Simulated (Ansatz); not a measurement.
# CoNiO2 under changes of volume

One of the cells (9.591 Å³/atom); the others are scaled copies at fixed shape and fractional positions:

```
Ni Co O
1.0
     3.01433    0.00000    0.00000
     0.00000    3.01433    0.00000
     0.00000    0.00000    4.22229
Ni Co O
1 1 2
Direct
  0.00000 0.00000 0.00000
  0.50000 0.50000 0.50000
  0.00000 0.00000 0.50000
  0.50000 0.50000 0.00000
```

The cell comes from a database or a generator and needn't be the stable form of this composition.

```yaml
Program: Ansatz 0.2.0
Functional: PBEsol
Potentials_or_basis: all-electron LAPW, scalar-relativistic
Cutoff: 369 eV (chosen from the basis error)
Basis_error_allowed: 0.001 eV/atom
k_mesh: 9 × 9 × 6
Occupations: fermi-dirac, width 0.05 eV
Spin: collinear spin, ferromagnetic start
Starting_moments: "[1.0, 2.0, 0.0, 0.0] μB"
```

| volume (Å³/atom) | energy over the lowest point (meV/atom) | pressure (GPa) | moment (μB per cell) |
| --- | --- | --- | --- |
| 9.016 | 0.00 | -4.8 | 3.49 |
| 9.207 | 7.96 | -6.1 | 4.24 |
| 9.399 | 16.72 | -8.9 | 4.45 |
| 9.591 | 29.10 | -11.9 | 4.56 |
| 9.783 | 45.01 | -14.5 | 4.65 |
| 9.975 | ? | ? | ? |
| 10.167 | 85.62 | -19.0 | 4.82 |

Problem. What does the run at 9.975 Å³/atom give?

Solution. Energy over the lowest point 64.01 meV/atom; pressure -16.9 GPa; moment 4.74 μB per cell.

Worked out: A Birch-Murnaghan fit of order 3 (a polynomial in V^(-2/3)) to the other rows has no minimum within the range. It gives 63.41 meV/atom at 9.975 Å³/atom, against the run's 64.01, and -dE/dV = -17.1 GPa, against -16.9. A parabola through the other rows of the moment, of slope 0.00226 μB per Å³/atom there, gives 4.81 μB, against the run's 4.74.

Energies are extrapolated to zero smearing.
